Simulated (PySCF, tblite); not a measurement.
**C₆H₁₁ClO₂Si: geometry, infrared bands and NMR shifts**

Aim: predict the infrared bands and NMR shifts of C₆H₁₁ClO₂Si (`CCOC(=O)/C(Cl)=C/[SiH2]C`).

Programs: tblite 0.8.0 and PySCF 2.14.0, with density-fitted response routines of our own. Each step states its level of theory. These are calculated values for one molecule in the gas phase, unless marked as measured. Atoms are numbered from 0 throughout.

## (1) Starting geometry

21 atoms, charge 0, multiplicity 1; geometry from: force field or distance geometry start.

Bonds of the start (Å): C0–C1 1.51, C1–O2 1.41, O2–C3 1.37, C3–O4 1.27, C3–C5 1.46, C5–Cl6 1.77, C5–C7 1.34, C7–Si8 1.83, Si8–C9 1.84, C0–H10 1.09, C0–H11 1.11, C0–H12 1.14, C1–H13 1.11, C1–H14 1.14, C7–H15 1.10, Si8–H16 1.47, Si8–H17 1.48, C9–H18 1.10, C9–H19 1.11, C9–H20 1.13.

## (2) Geometry optimisation with GFN2-xTB

What the job is given:

```
{"job": {"kind": "relax", "xc": "GFN2-xTB", "basis": "xTB"}, "charge": 0, "multiplicity": 1}
C     -3.977300    -0.484600     0.131600
C     -3.371900     0.789800    -0.392500
O     -1.992400     0.712800    -0.664600
C     -0.995200     0.416500     0.225500
O     -1.303200     0.162200     1.435000
C      0.380600     0.385300    -0.258500
Cl     0.715400     0.749400    -1.961900
C      1.423400     0.108100     0.532100
Si     3.083400     0.111000    -0.228200
C      4.323000    -0.944300     0.629000
H     -3.285600    -0.976500     0.820700
H     -4.279700    -1.116100    -0.726800
H     -4.942700    -0.268900     0.697100
H     -3.885200     1.136000    -1.317400
H     -3.653400     1.581600     0.375000
H      1.242000    -0.120400     1.588800
H      3.584600     1.495600    -0.221500
H      3.066400    -0.306600    -1.646000
H      4.288000    -0.860200     1.729300
H      4.236800    -1.988800     0.276300
H      5.334000    -0.564800     0.286100
```

Launch:

```console
$ OMP_NUM_THREADS=1 python probes_run.py task.json out
```

One launch serves the whole session: the jobs run in the order shown.

**Question.** This job is followed by: GFN2-xTB harmonic vibrations, gas phase; GIAO PBE0/pcSseg-1 NMR shielding, non-relativistic, gas phase. Predict these results of the whole session: strongest single infrared mode (GFN2-xTB); zero-point energy (GFN2-xTB); 13C shifts against TMS (PBE0/pcSseg-1); 1H shifts against TMS (PBE0/pcSseg-1, means over atoms taken as alike); 17O shifts against H2O (PBE0/pcSseg-1); 35Cl shifts against HCl (PBE0/pcSseg-1); 29Si shifts against TMS (PBE0/pcSseg-1); surface potential, 1st and 99th percentile.

As calculated:

```
                                                              quantity                                      value
                             strongest single infrared mode (GFN2-xTB)                      1182 cm⁻¹, 380 km/mol
                                          zero-point energy (GFN2-xTB)                              96.8 kcal/mol
                                13C shifts against TMS (PBE0/pcSseg-1)  167.3, 150.5, 147.2, 64.2, 16.1, -7.4 ppm
1H shifts against TMS (PBE0/pcSseg-1, means over atoms taken as alike)           7.66, 4.58, 4.53, 1.34, 0.30 ppm
                                17O shifts against H2O (PBE0/pcSseg-1)                           403.5, 216.6 ppm
                               35Cl shifts against HCl (PBE0/pcSseg-1)                                    245 ppm
                               29Si shifts against TMS (PBE0/pcSseg-1)                                  -55.1 ppm
                                 surface potential, 1st and 99th percentile                         -1.41 V and 0.93 V
```

Over 161 steps the energy fell by 0.934 eV; of the close pairs, C3–O4 changed most, 1.274 to 1.207 Å. All 57 modes are real, so the xTB geometry is a minimum. The strongest single mode, at 1182 cm⁻¹, has its largest shares on C3, O2 and H15 (the list is cut at 3 atoms). Unscaled tight-binding wavenumbers are off by several per cent, some by more. Its intensities can rank the bands wrongly. The most deshielded carbon is C3 (ester carbonyl carbon), at 167.3 ppm: it is a carbonyl in resonance with an O or N lone pair, the region of acids, esters and amides. H15 (hydrogen on a β carbon of a C=C–C=O unit) lies farthest downfield among hydrogen, at 7.66 ppm; attached to an sp2 carbon and in the plane of the double bond. At PBE0/pcSseg-1: The largest span, 665 ppm, is at O4, where the paramagnetic term is -474 ppm. At PBE0/pcSseg-1, counted by nearest atom on the grid, the HOMO lies on Cl6 32 %; C7 29 %, the LUMO on C7 28 %; C3, C5 about 18 % each.
